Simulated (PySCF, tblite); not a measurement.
# C3H4BF3S: geometry, infrared bands and NMR shifts

Wanted: the infrared bands and NMR shifts of C3H4BF3S (`FCS/C=C\B(F)F`), by calculation.

The runs use tblite 0.8.0 and PySCF 2.14.0, with density-fitted response routines of our own; the level of theory stands in each step. All values are computed, except where a source is named. Atoms count from 0, in the outputs and in this text.

## Step 1: The molecule as given

12 atoms, charge 0, multiplicity 1; geometry from: force field or distance geometry start.

Bonds of the start (Å): F0–C1 1.40, C1–S2 1.78, S2–C3 1.77, C3–C4 1.33, C4–B5 1.55, B5–F6 1.47, B5–F7 1.47, C1–H8 1.11, C1–H9 1.11, C3–H10 1.09, C4–H11 1.08.

## Step 2: Optimising the geometry with GFN2-xTB

Job settings and geometry (Å):

```
{"job": {"kind": "relax", "xc": "GFN2-xTB", "basis": "xTB"}, "charge": 0, "multiplicity": 1}
F     -1.295800    -1.553000     0.670600
C     -2.086200    -0.660500    -0.070100
S     -1.031000     0.165900    -1.239800
C      0.159800     1.249900    -0.503300
C      1.301700     0.851100     0.045700
B      1.787100    -0.622000     0.099800
F      1.583900    -1.272300     1.396800
F      3.149600    -0.834000    -0.419400
H     -2.606300     0.032700     0.620500
H     -2.823000    -1.290500    -0.607500
H     -0.081300     2.314200    -0.484400
H      1.942600     1.617900     0.465200
```

Command:

```bash
$ OMP_NUM_THREADS=1 python probes_run.py task.json out
```

The driver reads the jobs from task.json and runs them one after another.

**Question.** This job is followed by: GFN2-xTB harmonic vibrations, gas phase; GIAO PBE0/pcSseg-1 NMR shielding, non-relativistic, gas phase. Predict these results of the whole session: strongest single infrared mode (GFN2-xTB); zero-point energy (GFN2-xTB); 13C shifts against TMS (PBE0/pcSseg-1); 1H shifts against TMS (PBE0/pcSseg-1, means over atoms taken as alike); 19F shifts against CFCl3 (PBE0/pcSseg-1, means over atoms taken as alike); 33S shifts against CS2 (PBE0/pcSseg-1); 11B shifts against BF3·OEt2 (PBE0/pcSseg-1).

The runs gave:

| quantity | value |
| --- | --- |
| strongest single infrared mode (GFN2-xTB) | 1228 cm⁻¹, 417 km/mol |
| zero-point energy (GFN2-xTB) | 44.5 kcal/mol |
| 13C shifts against TMS (PBE0/pcSseg-1) | 169.9, 115.5, 92.9 ppm |
| 1H shifts against TMS (PBE0/pcSseg-1, means over atoms taken as alike) | 7.76, 5.82, 5.78 ppm |
| 19F shifts against CFCl3 (PBE0/pcSseg-1, means over atoms taken as alike) | -81.7, -218.0 ppm |
| 33S shifts against CS2 (PBE0/pcSseg-1) | 156 ppm |
| 11B shifts against BF3·OEt2 (PBE0/pcSseg-1) | 22.8 ppm |

What this shows: Relaxing lowered the energy by 1.726 eV in 170 steps; the close pair that moved most is B5–F7, from 1.473 to 1.322 Å. No mode is imaginary among the 30: a minimum at this level. The strongest single mode, at 1228 cm⁻¹, moves mainly B5 and H10. Unscaled tight-binding wavenumbers are off by several per cent, some by more. Its intensities can rank the bands wrongly. At PBE0/pcSseg-1: The widest tensor belongs to S2: span 294 ppm, with a paramagnetic part of -710 ppm.
